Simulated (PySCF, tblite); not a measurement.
**C5H12O3Si2: geometry, infrared bands and NMR shifts**

What infrared bands and NMR shifts should C5H12O3Si2 (`CC(C)(C=O)[SiH2][SiH2]C(=O)O`) show?

The runs use tblite 0.8.0 and PySCF 2.14.0, with density-fitted response routines of our own; the level of theory stands in each step. All values are computed, except where a source is named. Atoms count from 0, in the outputs and in this text.

### Step 1. Starting geometry

22 atoms, charge 0, multiplicity 1; geometry from: force field or distance geometry start.

Bonds of the start (Å): C0–C1 1.53, C1–C2 1.55, C1–C3 1.53, C3–O4 1.24, C1–Si5 1.92, Si5–Si6 2.31, Si6–C7 1.87, C7–O8 1.23, C7–O9 1.35, C0–H10 1.10, C0–H11 1.11, C0–H12 1.10, C2–H13 1.10, C2–H14 1.11, C2–H15 1.09, C3–H16 1.10, Si5–H17 1.49, Si5–H18 1.49, Si6–H19 1.49, Si6–H20 1.50, O9–H21 0.98.

### Step 2. Relaxing the molecule with GFN2-xTB

What the job is given:

```
{"job": {"kind": "relax", "xc": "GFN2-xTB", "basis": "xTB"}, "charge": 0, "multiplicity": 1}
C     -2.519600    -0.079000    -0.561500
C     -1.186000     0.058300     0.172800
C     -1.445600     0.671000     1.572700
C     -0.628700    -1.350500     0.355800
O      0.006800    -1.715000     1.361200
Si     0.071900     1.105000    -0.839500
Si     2.215800     0.916100     0.012300
C      2.764900    -0.859800    -0.199300
O      2.255700    -1.545900    -1.084200
O      3.711200    -1.384800     0.604400
H     -2.407600    -0.535800    -1.551600
H     -3.229800    -0.713700     0.001000
H     -3.010900     0.901700    -0.694200
H     -2.138900     0.048100     2.147700
H     -1.907000     1.679800     1.484100
H     -0.541300     0.777700     2.175300
H     -0.767300    -2.048300    -0.481800
H      0.010400     0.666400    -2.259400
H     -0.376500     2.528000    -0.793900
H      3.115400     1.861200    -0.710000
H      2.202200     1.358800     1.447800
H      3.794500    -2.319800     0.329100
```

On the command line:

```console
$ OMP_NUM_THREADS=1 python probes_run.py task.json out
```

One launch serves the whole session: the jobs run in the order shown.

**Question.** This job is followed by: GFN2-xTB harmonic vibrations, gas phase; GIAO PBE0/pcSseg-1 NMR shielding, non-relativistic, gas phase. Predict these results of the whole session: strongest single infrared mode (GFN2-xTB); zero-point energy (GFN2-xTB); ¹³C shifts against TMS (PBE0/pcSseg-1, means over atoms taken as alike); ¹H shifts against TMS (PBE0/pcSseg-1, means over atoms taken as alike); ¹⁷O shifts against H2O (PBE0/pcSseg-1); ²⁹Si shifts against TMS (PBE0/pcSseg-1); surface potential, 1st and 99th percentile.

The runs gave:

| quantity | value |
| --- | --- |
| strongest single infrared mode (GFN2-xTB) | 642 cm⁻¹, 466 km/mol |
| zero-point energy (GFN2-xTB) | 98.3 kcal/mol |
| ¹³C shifts against TMS (PBE0/pcSseg-1, means over atoms taken as alike) | 223.3, 189.0, 41.6, 24.9 ppm |
| ¹H shifts against TMS (PBE0/pcSseg-1, means over atoms taken as alike) | 9.99, 6.76, 4.62, 4.06, 1.45 ppm |
| ¹⁷O shifts against H2O (PBE0/pcSseg-1) | 656.9, 499.9, 239.2 ppm |
| ²⁹Si shifts against TMS (PBE0/pcSseg-1) | -29.0, -85.8 ppm |
| surface potential, 1st and 99th percentile | -1.63 V and 1.85 V |

Over 131 steps the energy fell by 0.432 eV; of the close pairs, C1–C3 changed most, 1.526 to 1.474 Å. All 60 modes are real, so the xTB geometry is a minimum. The strongest single mode, at 642 cm⁻¹, is carried by H19, H17, H18. GFN2-xTB is a fitted tight-binding method: band positions and strengths are rough. Its intensities can rank the bands wrongly. The most deshielded carbon is C3 (aldehyde carbonyl carbon), at 223.3 ppm: low-lying n→π* states of the double bond to the heteroatom give a large paramagnetic term (-290 ppm). H16 (hydrogen on an aldehyde carbonyl carbon) lies farthest downfield among hydrogen, at 9.99 ppm; deshielded by the polar, anisotropic C=O bond. At PBE0/pcSseg-1: The largest span, 1229 ppm, is at O4, where the paramagnetic term is -726 ppm. At PBE0/pcSseg-1, counted by nearest atom on the grid, the HOMO lies on O8 33 %; O4 22 %, the LUMO on C3 34 %; O4 21 %.
